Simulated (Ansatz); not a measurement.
CH₅Ge₂N, SMILES [GeH3][C]1=[N][GeH2]1, a rigid scan of one bond length

Computed with the Python package of Ansatz (0.2.0).

Notebook, run cell by cell (the value of a cell's last expression is shown):

```python
import ansatz as az
from ase import Atoms
import matplotlib.pyplot as plt
import numpy as np
```

```python
atoms = Atoms(['Ge', 'C', 'N', 'Ge', 'H', 'H', 'H', 'H', 'H'], positions=[
    (-0.4006, 1.0954, -0.977),
    (0.4471, -0.3182, -0.1214),
    (1.4768, -1.2232, -0.1517),
    (0.5513, -1.4045, 1.2689),
    (-0.9131, 0.6835, -2.4146),
    (-1.6792, 1.5753, -0.1454),
    (0.5497, 2.3425, -1.1177),
    (-0.737, -2.2962, 1.1025),
    (0.7934, -0.5009, 2.5393),
])
ch5ge2n = az.Crystal.molecule_from_ase(atoms)
```

```python
symbols = [site.symbol for site in ch5ge2n.cartesian_sites]
start = np.array([site.position_ang for site in ch5ge2n.cartesian_sites])
axis = (start[4] - start[0]) / np.linalg.norm(start[4] - start[0])
moving = [4]
lengths, energies = [1.391, 1.454, 1.518, 1.581, 1.644, 1.707, 1.771, 1.865], []
for length in lengths:
    xyz = start.copy()
    xyz[moving] += (length - np.linalg.norm(start[4] - start[0])) * axis
    point = az.Crystal.molecule()
    for symbol, place in zip(symbols, xyz):
        point = point.atom(symbol, place.tolist())
    base = point.calculation()
    base = base.basis(gaussian='def2-SVP')
    base = base.correlation('mp2')
    summary = base.run(threads=1).report
    energies.append(summary['free_energy_ev'])
    print(f'r = {length:6.3f} A  E = {energies[-1]:.5f} eV  <S^2> = {abs(summary["mean_field"]["state"]["spin_squared"]):.3f}')
```

    r =  1.391 A  E = -115538.19085 eV  <S^2> = 0.000
    r =  1.454 A  E = -115538.34473 eV  <S^2> = 0.000
    r =  1.518 A  E = -115538.39935 eV  <S^2> = 0.000
    r =  1.581 A  E = -115538.37673 eV  <S^2> = 0.000
    r =  1.644 A  E = -115538.29676 eV  <S^2> = 0.000
    r =  1.707 A  E = -115538.17381 eV  <S^2> = 0.000
    r =  1.771 A  E = -115538.01654 eV  <S^2> = 0.000
    r =  1.865 A  E = -115537.74539 eV  <S^2> = 0.000

```python
fit = np.polynomial.Polynomial.fit(lengths, np.array(energies) - min(energies), 4).convert()
roots = [r.real for r in fit.deriv().roots() if abs(r.imag) < 1e-9 and fit.deriv(2)(r.real) > 0]
r_e = min(roots, key=lambda r: abs(r - lengths[int(np.argmin(energies))]))
print(f'minimum of the fit at {r_e:.4f} A, force constant {fit.deriv(2)(r_e):.2f} eV/A^2')
plt.figure(figsize=(4.5, 3))
plt.plot(lengths, np.array(energies) - min(energies), 'o-')
plt.xlabel('bond length (A)')
plt.ylabel('E - E(min) (eV)')
plt.tight_layout()
plt.savefig('scan.png', dpi=100)
```

    minimum of the fit at 1.5283 A, force constant 18.31 eV/A^2

Notes:
- Total energies depend on the basis set; only differences at equal settings carry meaning.
- The rest of the molecule is held rigid at a force-field or estimated start geometry, and the basis set is modest; single-reference methods fail as a bond breaks.
- The orbitals are restricted, so S² is zero by construction.
- S² is that of the Hartree-Fock reference.
- Wall time of the script: 32 s on 1 thread of Intel(R) Xeon(R) Processor @ 2.30GHz, on a shared host, peak memory 0.46 GiB.
